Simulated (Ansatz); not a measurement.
Run this with the Ansatz DFT code, driven from Python and show what comes out.

The script, `run_eos.py`:
```python
"""Energy against volume for YZn, with a fit."""

import warnings

import ansatz as az
import numpy as np

VECTORS = np.array([
    [3.56, 0.0, 0.0],
    [0.0, 3.56, 0.0],
    [0.0, 0.0, 3.56],
])
SITES = [
    ("Y", (0.0, 0.0, 0.0)),
    ("Zn", (0.5, 0.5, 0.5)),
]


def on_lattice(cell):
    crystal = az.Crystal(lattice=az.Lattice.of(cell))
    for symbol, position in SITES:
        crystal = crystal.atom(symbol, position)
    return crystal

warnings.simplefilter("ignore", az.DeckWarning)

# scale the volume, keep shape and fractions
volumes, energies = [], []
for scale in np.linspace(0.9, 1.1, 9):
    cell = VECTORS * scale ** (1 / 3)
    setup = on_lattice(cell).calculation()
    setup = setup.functional("pbesol")
    setup = setup.occupations("fermi_dirac", width=0.05)
    setup = setup.basis(500).kpoints(7, 7, 7)
    data = setup.run().report
    volumes.append(abs(np.linalg.det(cell)) / len(SITES))
    energies.append(data["free_energy_ev"] / len(SITES))
    print(f"V = {volumes[-1]:8.4f} A^3/atom  F = {energies[-1]:.5f} eV/atom")

# third-order Birch-Murnaghan: a cubic in V^(-2/3)
x = np.array(volumes) ** (-2 / 3)
poly = np.polynomial.Polynomial.fit(x, energies, 3).convert()
roots = poly.deriv().roots()
x0 = min((r.real for r in roots if abs(r.imag) < 1e-9 and poly.deriv(2)(r.real) > 0), key=lambda r: abs(r - x.mean()))
v0 = x0 ** -1.5
b0 = 4 / 9 * poly.deriv(2)(x0) * v0 ** (-7 / 3) * 160.21766
b1 = 4 + 2 / 3 * x0 * poly.deriv(3)(x0) / poly.deriv(2)(x0)
print(f"V0 = {v0:.4f} A^3/atom, B0 = {b0:.1f} GPa, dB/dP = {b1:.2f}")
```

```console
$ python run_eos.py
V =  20.3031 A^3/atom  F = -3538.33391 eV/atom
V =  20.8671 A^3/atom  F = -3538.34903 eV/atom
V =  21.4311 A^3/atom  F = -3538.35672 eV/atom
V =  21.9950 A^3/atom  F = -3538.35783 eV/atom
V =  22.5590 A^3/atom  F = -3538.35312 eV/atom
V =  23.1230 A^3/atom  F = -3538.34325 eV/atom
V =  23.6870 A^3/atom  F = -3538.32883 eV/atom
V =  24.2509 A^3/atom  F = -3538.31040 eV/atom
V =  24.8149 A^3/atom  F = -3538.28845 eV/atom
V0 = 21.8113 A^3/atom, B0 = 66.4 GPa, dB/dP = 3.79
```

A third-order Birch-Murnaghan fit through the 9 points has its minimum at 21.81 Å³ an atom, 3.3 % below the typed cell, with a bulk modulus of 66 GPa and dB/dP = 3.8. From that minimum the energy rises by 24.2 meV an atom on the compressed side and 69.7 meV on the expanded side.

What to keep in mind:
- Total energies depend on the potentials; only differences at equal settings carry meaning.
- For a metal this k-point mesh is coarse: on a finer one energies can move by several to tens of meV an atom and pressures by half a GPa or more, differences at one mesh by less.
- The starting cell is as deposited in a crystallographic database; the results hold for this polymorph, which needn't be the stable one.
- Timing: 8.8 s on 1 thread of Arm Neoverse V2 (shared host), peak memory 0.37 GiB.

(Lines on the test bed's own set-up are left out of the output.)
